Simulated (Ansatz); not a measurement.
# AlClGaH: the cost of one run

Program: Ansatz 0.2.0, Gaussian basis. Level of theory: cc-pVTZ, all electrons in the functionals, frozen cores in the correlation of double hybrids and RPA. These are calculated values, not measurements.

The runs, in order: PBE, r2SCAN, PBE0, B3LYP, r2SCANh, wB97M-V, B2PLYP, RKS PBE0, RPA-PBE.

### 1 The geometry

The geometry is a PBE0/def2-TZVP stationary point (not a proven minimum). No spin-orbit coupling is included. The filled d shell of Ga may be among the frozen orbitals whatever the setting's name suggests.

4 atoms, charge 0, spin multiplicity 1.

Atoms are counted from 1 here; the program's logs count them from 0.

Bond lengths: Al1–Ga2 2.726 Å, Al1–H4 1.642 Å, Ga2–Cl3 2.183 Å. Angles: Ga2–Al1–H4 96.0°, Al1–Ga2–Cl3 137.1°.

No dispersion term is added; wB97M-V holds VV10 nonlocal correlation. B3LYP takes the VWN-RPA correlation.

### 2 PBE (unrestricted)

in.yaml reads:

```yaml
crystal:
  periodic: [false, false, false]
  atoms:
    - {symbol: Al, position_ang: [0.000000, -0.534823, 2.550449]}
    - {symbol: Ga, position_ang: [0.000000, 0.411320, -0.006530]}
    - {symbol: Cl, position_ang: [0.000000, -0.428549, -2.021345]}
    - {symbol: H, position_ang: [0.000000, 0.937760, 3.277007]}
basis:
  gaussian: {orbitals: cc-pVTZ}
magnetization: {spin_polarized: true, initial_magnetization: 0}
hamiltonian: {xc: {name: PBE}}
output: {orbitals: {seedname: orbitals}}
```

Run with:

```bash
ansatz run in.yaml --threads 1 --pin off --events-out ev --progress --plain --max-ram 4096MiB --backend cpu
```

**Question.** How long does this run take on 1 thread of AMD EPYC 7R13, shared host, and how much memory does it need?

About 7.5 s, with a peak of 0.28 GiB.
